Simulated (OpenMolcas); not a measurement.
**W²⁺ among point charges: CASSCF and CASPT2 levels and susceptibility**

Aim: the splitting of the states of W²⁺ in the field of 6 point charges, its lowest levels with spin-orbit coupling and its magnetic susceptibility.

Method: state-averaged CASSCF and CASPT2, spin-orbit coupling by RASSI with atomic mean-field integrals. Code: OpenMolcas 26.06.

### 1 The system

```
Species                           : W²⁺ (tungsten, Z = 74, 72 electrons)
Basis                             : ANO-RCC-VDZP [7s6p4d2f1g], 68 functions
Scalar Hamiltonian                : DKH2, point nucleus
Inactive shells                   : 1s 2s 2p 3s 3p 3d 4s 4p 4d 4f 5s 5p
Active space                      : 4 electrons in 5 orbitals (5d)
Some configurations of this space : 5d4
Orbitals                          : optimised for each spin and parity, averaged over all roots
```

The outer shells:

5d4
```
5d [↑ ][↑ ][↑ ][↑ ][  ]
```

The ion sits among 6 point charges of -1.5 e arranged as an octahedron (Oh), 2.3 Å from the ion.

The work runs as a chain of OpenMolcas steps in one folder; each step below is one input file. Labels, J, g values, rates, χT and fits are worked out afterwards by a script from the matrices that RASSI stores. The input lists half of the charges; inversion (Group=XYZ) makes the rest.

### 2 Basis and integrals

Input file a.inp:

```
&GATEWAY
Coord
1

W 0.0 0.0 0.0
Basis=ANO-RCC-VDZP
Group=XYZ
NoMove
AngMom=0.0 0.0 0.0
AMFI
XField
3 Angstrom 0
2.300000 0.000000 0.000000 -1.500000
0.000000 2.300000 0.000000 -1.500000
0.000000 0.000000 2.300000 -1.500000
&SEWARD
```

Started as:

```console
> OMP_NUM_THREADS=1 MOLCAS_MEM=1689 MOLCAS_PROJECT=a pymolcas a.inp > a.log
```

Standard output:

```text
Basis set label: W.ANO-RCC...7S6P4D2F1G.

      Electronic valence basis set:
      ------------------
      Associated Effective Charge  74.000000 au
      Associated Actual Charge     74.000000 au
      Nuclear Model: Point charge

      Shell  nPrim  nBasis  Cartesian Spherical Contaminant
         s      24       7        X
         p      21       6        X
         d      15       4                 X
         f      11       2                 X
         g       4       1                 X
                  Relativistic Douglas-Kroll-Hess integrals:
                    - DKH order of Hamiltonian: 2
                    - DKH order of Properties : 0
                  Atomic mean-field integrals
```

### 3 CASSCF: quintets of even parity, 5 roots

Input file a.inp:

```
&RASSCF
FileOrb=start.orb
Symmetry=1
Spin=5
nActEl=4 0 0
Inactive=15 19
Ras2=5 0
CIRoot=5 5 1
SDav=5
CIMx=300
Iter=120 100
PrWF=0.3
OrbListing=Nothing
MaxOrb=0
>>> COPY $Project.JobIph JOB001
```

Started as:

```console
> OMP_NUM_THREADS=1 MOLCAS_MEM=1689 MOLCAS_PROJECT=a pymolcas a.inp > a.log
```

start.orb holds the contracted functions of the basis, ordered by shell, or the orbitals of the step before.

Standard output (excerpt; [...] marks lines left out):

```text
[...]
      Number of active orbitals                  5
[...]
      Spin quantum number                      2.0
[...]
      Active orbitals                            5   0
[...]
      Number of CSFs                             5
      Number of root(s) required                 5
[...]
      Convergence after 11 iterations
[...]
      Natural orbitals and occupation numbers for root  1
      sym 1:   1.000000   1.000000   1.000000   1.000000  -0.000000
      Natural orbitals and occupation numbers for root  2
      sym 1:   1.000000   1.000000  -0.000000   1.000000   1.000000
      Natural orbitals and occupation numbers for root  3
      sym 1:   1.000000   0.000000   1.000000   1.000000   1.000000
::    RASSCF root number  1 Total energy: -16130.76922680
::    RASSCF root number  2 Total energy: -16130.76922680
::    RASSCF root number  3 Total energy: -16130.72216216
::    RASSCF root number  4 Total energy: -16130.72216216
::    RASSCF root number  5 Total energy: -16130.72216216
```

### 4 CASSCF: triplets of even parity, 45 roots

Input file a.inp:

```
&RASSCF
FileOrb=start.orb
Symmetry=1
Spin=3
nActEl=4 0 0
Inactive=15 19
Ras2=5 0
CIRoot=45 45 1
SDav=45
CIMx=300
Iter=120 100
PrWF=0.3
OrbListing=Nothing
MaxOrb=0
>>> COPY $Project.JobIph JOB002
```

Started as:

```console
> OMP_NUM_THREADS=1 MOLCAS_MEM=1689 MOLCAS_PROJECT=a pymolcas a.inp > a.log
```

Standard output (excerpt; [...] marks lines left out):

```text
[...]
      Number of active orbitals                  5
[...]
      Spin quantum number                      1.0
[...]
      Active orbitals                            5   0
[...]
      Number of CSFs                            45
      Number of root(s) required                45
[...]
      Convergence after  8 iterations
[...]
      Natural orbitals and occupation numbers for root  1
      sym 1:   0.018667   1.934261   0.995955   1.003644   0.047474
      Natural orbitals and occupation numbers for root  2
      sym 1:   1.934472   1.003411   0.047245   0.996171   0.018701
      Natural orbitals and occupation numbers for root  3
      sym 1:   0.050107   1.000185   0.999778   1.930531   0.019399
::    RASSCF root number  1 Total energy: -16130.74443489
::    RASSCF root number  2 Total energy: -16130.74443489
::    RASSCF root number  3 Total energy: -16130.74443489
[...]
::    RASSCF root number 27 Total energy: -16130.64264350
::    RASSCF root number 28 Total energy: -16130.63994911
::    RASSCF root number 29 Total energy: -16130.63994911
::    RASSCF root number 30 Total energy: -16130.63330352
```

### 5 Reference wave functions, singlets of even parity, 50 roots

Input file a.inp:

```
&RASSCF
FileOrb=start.orb
Symmetry=1
Spin=1
nActEl=4 0 0
Inactive=15 19
Ras2=5 0
CIRoot=50 50 1
SDav=50
CIMx=300
Iter=120 100
PrWF=0.3
OrbListing=Nothing
MaxOrb=0
>>> COPY $Project.JobIph JOB003
```

Standard output (excerpt; [...] marks lines left out):

```text
[...]
      Number of active orbitals                  5
[...]
      Spin quantum number                      0.0
[...]
      Active orbitals                            5   0
[...]
      Number of CSFs                            50
      Number of root(s) required                50
[...]
      Convergence after  7 iterations
[...]
      Natural orbitals and occupation numbers for root  1
      sym 1:   0.079837   0.970775   1.027259   1.896130   0.025999
      Natural orbitals and occupation numbers for root  2
      sym 1:   0.025959   1.896442   0.978507   1.019192   0.079899
      Natural orbitals and occupation numbers for root  3
      sym 1:   0.037324   0.998893   0.998094   1.876749   0.088940
::    RASSCF root number  1 Total energy: -16130.71169914
::    RASSCF root number  2 Total energy: -16130.71169914
::    RASSCF root number  3 Total energy: -16130.71169914
[...]
::    RASSCF root number 27 Total energy: -16130.61338645
::    RASSCF root number 28 Total energy: -16130.60704688
::    RASSCF root number 29 Total energy: -16130.59057896
::    RASSCF root number 30 Total energy: -16130.59057896
```

### 6 RASSI: spin-orbit coupling between the states

Input file a.inp:

```
&RASSI
NrOfJobIphs=3 5 45 50
1 2 3 4 5
1 2 3 4 5 6 7 8 9 10 11 12 13 14 15 16 17 18 19 20 21 22 23 24 25 26 27
28 29 30 31 32 33 34 35 36 37 38 39 40 41 42 43 44 45
1 2 3 4 5 6 7 8 9 10 11 12 13 14 15 16 17 18 19 20 21 22 23 24 25 26 27
28 29 30 31 32 33 34 35 36 37 38 39 40 41 42 43 44 45 46 47 48 49 50
IphNames
JOB001
JOB002
JOB003
EJob
SpinOrbit
DIPRint=1.0
SOCoupling=1000.0
Subsets=2
Property=9
'ANGMOM' 1 'ANGMOM' 2 'ANGMOM' 3 'MLTPL  1' 1 'MLTPL  1' 2 'MLTPL  1' 3
'AMFI' 1 'AMFI' 2 'AMFI' 3
SOProperty=3
'ANGMOM' 1 'ANGMOM' 2 'ANGMOM' 3
```

Started as:

```console
> OMP_NUM_THREADS=1 MOLCAS_MEM=1689 MOLCAS_PROJECT=a pymolcas a.inp > a.log
```

Standard output (excerpt; [...] marks lines left out):

```text
SPIN-FREE ENERGIES:
  (Shifted by EMIN (a.u.) =     -16130.7692267979)
 SF State       Relative EMIN(au)   Rel lowest level(eV)    D:o, cm**(-1)      L_eff
     1             0.0000000000        0.0000000000              0.0000         2.0
     2             0.0000000000        0.0000000000              0.0000         2.0
     6             0.0247919115        0.6746222801           5441.1956         3.9
     7             0.0247919115        0.6746222801           5441.1956         3.9
     8             0.0247919115        0.6746222801           5441.1956         3.9
     3             0.0470646426        1.2806941685          10329.4951         2.0
     4             0.0470646426        1.2806941685          10329.4951         2.0
     5             0.0470646426        1.2806941685          10329.4951         2.0
    51             0.0575276545        1.5654072272          12625.8608         4.7
    52             0.0575276545        1.5654072272          12625.8608         4.7
[...]
Eigenvalues of complex Hamiltonian:
   -----------------------------------
  (Shifted by EMIN (a.u.) =     -16130.7692267979)
 SO State       Relative EMIN(au)   Rel lowest level(eV)    D:o, cm**(-1)     J-value
     1            -0.0222218690        0.0000000000              0.0000         1.7
     2            -0.0138089497        0.2289271970           1846.4224         1.6
     3            -0.0138089497        0.2289271971           1846.4224         2.1
     4            -0.0138089497        0.2289271970           1846.4224         2.1
     5            -0.0080384417        0.3859507188           3112.9025         2.2
     6            -0.0080384417        0.3859507188           3112.9025         2.0
     7            -0.0057296516        0.4487760968           3619.6233         2.3
     8            -0.0057296516        0.4487760968           3619.6233         2.2
     9            -0.0057296516        0.4487760968           3619.6233         2.3
    10            -0.0029760702        0.5237048648           4223.9646         2.4
    11             0.0168521287        1.0632576441           8575.7512         2.6
[...]
```

Time for these steps: 20 s (1 thread of Arm Neoverse V2, shared host).

Spin-free states, with their symmetry labels:

| state | degeneracy | E (cm-1) | free-ion L (%) |
| --- | --- | --- | --- |
| 5E | 2 | 0 | D (100) |
| 3T1 | 3 | 5441 | H (43) |
| 5T2 | 3 | 10329 | D (100) |
| 1T2 | 3 | 12626 | G (52) |
| 1E | 2 | 13501 | I (67) |
| 3E | 2 | 14081 | H (89) |
| 3T1 | 3 | 14383 | H (45) |
| 3T2 | 3 | 14997 | F (54) |
| 3A1 | 1 | 16501 | G (100) |
| 3A2 | 1 | 16622 | F (100) |
| 1A1 | 1 | 18094 | G (41) |
| 3E | 2 | 19369 | G (55) |
| 1A2 | 1 | 21060 | I (94) |
| 1T2 | 3 | 21089 | I (62) |
| 1T1 | 3 | 22573 | G (46) |
| 3T1 | 3 | 22587 | H (45) |
| 3T2 | 3 | 24285 | H (36) |
| 1E | 2 | 24917 | D (55) |
| 3T1 | 3 | 25550 | F (41) |
| 3T2 | 3 | 27782 | D (43) |
| 3E | 2 | 28373 | D (55) |
| 3T2 | 3 | 29832 | G (51) |
| 1T2 | 3 | 31176 | I (87) |
| 3T1 | 3 | 32234 | P (49) |

With spin-orbit coupling:

| E (cm-1) | Degeneracy | Label | 2S+1 |
| --- | --- | --- | --- |
| 0.0 | 1 | A1 | 5 |
| 1846 | 3 | T1 | 5 |
| 3113 | 2 | E | 5 |
| 3620 | 3 | T2 | 5 |
| 4224 | 1 | A2 | 5 |
| 8576 | 1 | A1 | 3 |
| 9139 | 3 | T2 | 3 |
| 9582 | 3 | T1 | 3 |
| 9913 | 2 | E | 3 |
| 12291 | 1 | A1 | 5 |
| 12706 | 3 | T1 | 5 |
| 13081 | 3 | T2 | 5 |
| 13093 | 2 | E | 5 |
| 13464 | 3 | T2 | 5 |
| 13555 | 3 | T1 | 5 |
| 16244 | 3 | T2 | 5 |
| 17140 | 2 | E | 1 |
| 17490 | 3 | T1 | 3 |
| 18515 | 3 | T2 | 3 |
| 18593 | 3 | T1 | 3 |
| 18644 | 1 | A1 | 3 |
| 19879 | 3 | T2 | 3 |
| 20150 | 3 | T1 | 3 |
| 20163 | 2 | E | 3 |

The table of states holds 24 of 42 computed; the rest, higher up, is left out.

Powder χT (cm³ K/mol): 0.00 at 2 K, 0.01 at 5 K, 0.01 at 10 K, 0.02 at 20 K, 0.06 at 50 K, 0.11 at 100 K, 0.17 at 150 K, 0.22 at 200 K, 0.28 at 250 K, 0.33 at 300 K.

A ligand-field fit to the states below 45000 cm-1 gives 10Dq = 10819 cm-1, B = 669 cm-1 and C = 2709 cm-1 (C/B = 4.05), with a deviation of 261 cm-1.

### 7 CASPT2: IPEA 0.25, imaginary shift 0.1 (closed shells correlated: 4f 5s 5p)

Input file a.inp:

```
>>> COPY JOB001 $Project.JobIph
&CASPT2
Multistate=5 1 2 3 4 5
NoMult
Frozen=14 9
IPEA=0.25
Imaginary=0.1
MaxIter=60
WThr=0.0 0.3 0.05
PrWF=0.5
NoMix
>>> COPY JOB002 $Project.JobIph
&CASPT2
Multistate=45 1 2 3 4 5 6 7 8 9 10 11 12 13 14 15 16 17 18 19 20 21 22
23 24 25 26 27 28 29 30 31 32 33 34 35 36 37 38 39 40 41 42 43 44 45
NoMult
Frozen=14 9
IPEA=0.25
Imaginary=0.1
MaxIter=60
WThr=0.0 0.3 0.05
PrWF=0.5
NoMix
>>> COPY JOB003 $Project.JobIph
&CASPT2
Multistate=50 1 2 3 4 5 6 7 8 9 10 11 12 13 14 15 16 17 18 19 20 21 22
23 24 25 26 27 28 29 30 31 32 33 34 35 36 37 38 39 40 41 42 43 44 45 46
47 48 49 50
NoMult
Frozen=14 9
IPEA=0.25
Imaginary=0.1
MaxIter=60
WThr=0.0 0.3 0.05
PrWF=0.5
NoMix
```

Standard output (excerpt; [...] marks lines left out):

```text
[...]
      Active orbitals                            5   0
[...]
      E2 (Variational):          -0.8019938176
      Total energy:          -16131.5712206155
[...]
::    CASPT2 Root  1     Total energy: -16131.57122062
::    CASPT2 Root  2     Total energy: -16131.57119910
[...]
::    CASPT2 Root 27     Total energy: -16131.43717390
::    CASPT2 Root 28     Total energy: -16131.42415952
::    CASPT2 Root 29     Total energy: -16131.41711582
::    CASPT2 Root 30     Total energy: -16131.41633768
```

This run: 14 s of run time, 1 thread of Arm Neoverse V2, shared host.

SS-CASPT2: lowest energy less the reference's lowest, -0.8020 hartree; reference weights 0.872 to 0.918.

States without spin-orbit coupling:

| state | degeneracy | E (cm-1) | free-ion L (%) |
| --- | --- | --- | --- |
| 5E | 2 | 0 | D (100) |
| 3T1 | 3 | 4738 | H (43) |
| 5T2 | 3 | 10504 | D (100) |
| 1T2 | 3 | 11642 | G (52) |
| 1E | 2 | 12279 | I (67) |
| 3T1 | 3 | 12905 | H (45) |
| 3T2 | 3 | 13436 | F (54) |
| 3E | 2 | 13603 | H (89) |
| 3A2 | 1 | 14490 | F (100) |
| 3A1 | 1 | 15345 | G (100) |
| 1A1 | 1 | 15950 | G (41) |
| 3E | 2 | 17519 | G (55) |
| 1E | 2 | 19884 | D (55) |
| 1T2 | 3 | 19973 | I (62) |
| 1A2 | 1 | 20432 | I (94) |
| 1T1 | 3 | 21034 | G (46) |
| 3T1 | 3 | 21487 | H (45) |
| 3T2 | 3 | 22951 | H (36) |
| 3T1 | 3 | 24562 | F (41) |
| 3T2 | 3 | 25707 | D (43) |
| 3E | 2 | 26550 | D (55) |
| 3T2 | 3 | 28006 | G (51) |
| 1T2 | 3 | 29444 | F (65) |
| 3T1 | 3 | 29460 | P (49) |

With spin-orbit coupling:

| E (cm-1) | Degeneracy | Label | 2S+1 |
| --- | --- | --- | --- |
| 0 | 1 | A1 | 5 |
| 2060 | 3 | T1 | 5 |
| 3410 | 2 | E | 5 |
| 3930 | 3 | T2 | 5 |
| 4570 | 1 | A2 | 5 |
| 8400 | 1 | A1 | 3 |
| 8710 | 3 | T2 | 3 |
| 9350 | 3 | T1 | 3 |
| 9430 | 2 | E | 3 |
| 12230 | 1 | A1 | 5 |
| 12740 | 3 | T1 | 5 |
| 12830 | 2 | E | 3 |
| 12970 | 3 | T2 | 3 |
| 13450 | 3 | T2 | 5 |
| 13600 | 3 | T1 | 5 |
| 16100 | 3 | T2 | 5 |
| 16790 | 2 | E | 1 |
| 17230 | 3 | T1 | 3 |
| 17810 | 3 | T2 | 3 |
| 17930 | 3 | T1 | 3 |
| 18170 | 1 | A1 | 3 |
| 18950 | 2 | E | 3 |
| 19000 | 3 | T2 | 3 |
| 19380 | 3 | T1 | 3 |

Powder χT (cm³ K/mol): 0.00 at 2 K, 0.00 at 5 K, 0.01 at 10 K, 0.02 at 20 K, 0.05 at 50 K, 0.10 at 100 K, 0.14 at 150 K, 0.19 at 200 K, 0.24 at 250 K, 0.29 at 300 K.

A ligand-field fit to the states below 45000 cm-1 gives 10Dq = 10457 cm-1, B = 579 cm-1 and C = 2452 cm-1 (C/B = 4.23), with a deviation of 673 cm-1.

### 8 The methods side by side

A. CASSCF
B. SS-CASPT2, IPEA 0.25, imaginary shift 0.1 (closed shells correlated: 4f 5s 5p)

| method | ground state | first state of that spin (cm-1) | first gap with spin-orbit (cm-1) | χT at 300 K |
| --- | --- | --- | --- | --- |
| A | 5E | 5T2 10330 | 1846.4 | 0.33 |
| B | 5E | 5T2 10500 | 2056.5 | 0.29 |

### 9 What came out

```
                                            quantity                                                                           value
                                              method  SS-CASPT2, IPEA 0.25, imaginary shift 0.1 (closed shells correlated: 4f 5s 5p)
                              spin-free ground state                                                  5E, 2-fold in its orbital part
first state of the same spin within the active space                                                               5T2 at 10500 cm⁻¹
                                        lowest level                                                                       1-fold A1
                                          next level                                                                     2056.5 cm⁻¹
                                         χT at 300 K                                                                  0.29 cm³ K/mol
                           effective moment at 300 K                                                                         1.52 μB
```

Cost by method:

| method | time of its own steps | time with the reference |
| --- | --- | --- |
| A. CASSCF | 20 s | 20 s |
| B. SS-CASPT2, IPEA 0.25, imaginary shift 0.1, +4f 5s 5p | 14 s | 34 s |

Times are of one thread on a shared host.

In words: The spin-free ground state (5E) comes to 100 % from free-ion D terms and keeps the highest spin of the shell. χT at 300 K is 0.29, against 3.01 cm³ K/mol for the spin alone, so spin-orbit coupling lowers it. An active space of the d shell alone favours high spin; real ions in strong fields can be low spin. A ligand-field fit to the states below 45000 cm-1 gives 10Dq = 10457 cm-1, B = 579 cm-1 and C = 2452 cm-1 (C/B = 4.23), with a deviation of 673 cm-1. CASPT2 does not keep the components of a term degenerate, and the means are used. An orbital doublet at a regular site is open to a Jahn-Teller distortion, which this geometry leaves out. The field of point charges can differ much from that of real complexes. With metal d orbitals alone active, the gaps between spin states are rough; where two lie within a few thousand cm-1, their order is open. This is an electrostatic model: the charges have no orbitals.
